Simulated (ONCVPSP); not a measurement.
**Pt: generating and testing an ONCV potential**

Do these settings give a usable potential? It is generated, then checked for transferability, scattering, ghosts and hardness.

The numbers are computed with ONCVPSP 4.0.1.1 (patched build) (LDA (Perdew-Wang 92), scalar-relativistic, spin-unpolarised reference atom).

## (1) Starting point

Typed settings, in words:

* element: platinum (Pt, Z = 78)
* type: optimised norm-conserving Vanderbilt (ONCV)
* frozen core: [Kr] 4d10 4f14
* valence charge: 18
* reference configuration: 5s2 5p6 5d9 6s1
* partial waves: 5s+6s: rc 1.75 bohr, ncon 5, nbas 9, qcut 8.9 1/bohr, 2 projectors; 5p: rc 1.35 bohr, ncon 4, nbas 8, qcut 10.2 1/bohr, 2 projectors, debl 0.5 Ha; 5d: rc 2.30 bohr, ncon 4, nbas 8, qcut 5.3 1/bohr, 2 projectors, debl 0.4 Ha; f scattering state at 0.24 Ha: rc 2.10 bohr, ncon 4, nbas 7, qcut 5.3 1/bohr, 2 projectors, debl 0.7 Ha
* local potential: polynomial inside 1.35 bohr (lpopt 5, dvloc0 -1 Ha)
* core correction: Teter function, fcfact 2, rcfact 1.65

The nodes and maxima of the atom's own shells, from an earlier all-electron run, set the scale for the radii.

All-electron outer shells of the reference configuration (LDA (PZ), scalar-relativistic, ld1.x):

```tsv
shell	level (eV)	outermost node (bohr)	outermost maximum (bohr)
5s	-102.20	0.49	0.87
4f	-70.51	–	0.38
5p	-56.29	0.53	0.98
5d	-6.38	0.57	1.26
6s	-5.97	1.14	2.38
6p	-0.96	1.36	3.55
```

## (2) Generating the potential

The input, Pt.dat:

```
# ATOM AND REFERENCE CONFIGURATION
# atsym  z   nc   nv     iexc    psfile
  Pt 78.00   10    4  -001012      upf
#
#   n    l    f
    1    0    2.00
    2    0    2.00
    2    1    6.00
    3    0    2.00
    3    1    6.00
    3    2   10.00
    4    0    2.00
    4    1    6.00
    4    2   10.00
    4    3   14.00
    5    0    2.00
    5    1    6.00
    5    2    9.00
    6    0    1.00
#
# PSEUDOPOTENTIAL AND OPTIMIZATION
# lmax
    3
#
#   l,   rc,      ep,       ncon, nbas, qcut
    0    1.75    0.00    5    9    8.90
    1    1.35    0.00    4    8   10.20
    2    2.30    0.00    4    8    5.30
    3    2.10    0.24    4    7    5.30
#
# LOCAL POTENTIAL
# lloc, lpopt,  rc(5),   dvloc0
    4    5    1.35   -1.00
#
# VANDERBILT-KLEINMAN-BYLANDER PROJECTORs
# l, nproj, debl
    0    2    3.30
    1    2    0.50
    2    2    0.40
    3    2    0.70
#
# MODEL CORE CHARGE
# icmod, fcfact, rcfact
    3    2.00    1.65
#
# LOG DERIVATIVE ANALYSIS
# epsh1, epsh2, depsh
   -5.00    5.00    0.04
#
# OUTPUT GRID
# rlmax, drl
    6.00    0.01
#
# TEST CONFIGURATIONS
# ncnf
    4
# nvcnf
#   n    l    f
    4
    5    0    2.00
    5    1    6.00
    5    2    9.00
    6    0    0.00
#
    4
    5    0    2.00
    5    1    6.00
    5    2    8.00
    6    0    0.00
#
    4
    5    0    2.00
    5    1    6.00
    5    2    7.00
    6    0    0.00
#
    4
    5    0    2.00
    5    1    5.00
    5    2    9.00
    6    0    1.00
#
```

Run with:

```
$ oncvpsp.x < Pt.dat > Pt.out
```

Before running it: what results should come out? Wanted: cutoffs for 1 and 0.1 mHa per electron, occupied waves; bound ghosts; GHOST(+) flags; largest test error; largest phase difference near zero energy, channels read; rms error of d²Exc/dn², without and with the model core; projector energies reset by the program.

As calculated:

| quantity | value |
| --- | --- |
| cutoffs for 1 and 0.1 mHa per electron, occupied waves | 38 Ha and 44 Ha |
| bound ghosts | none found |
| GHOST(+) flags | s at 261 eV, f at 938 eV |
| largest test error (AE − PS) | -218 meV, for 5s2 5p5 5d9 6s1 |
| largest phase difference near zero energy, channels read | 0.000 rad |
| rms error of d²Exc/dn², without and with the model core | 7.48 and 1.61 mHa |
| projector energies reset by the program | p: -2.068, 0.250 Ha |

What this shows: By total energies transferability is poor: the largest error is 218 meV on 62.4 eV, for 5s2 5p5 5d9 6s1. That test lies far up in energy; among those under 40 eV, nearer to bonding, the largest error is 5.1 meV. The potential is hard: the looser tolerance needs 38 Ha. At the looser tolerance the 5p wave is the slowest; 5s needs 27 Ha. The program's ghost test flags no bound state. Near zero energy the phases of the channels with partial waves agree within 0.001 rad. The program also flags highly localised states, GHOST(+) (s, f). Note that the frozen 4f shell (-71 eV) lies higher than the valence 5s shell (-102 eV).
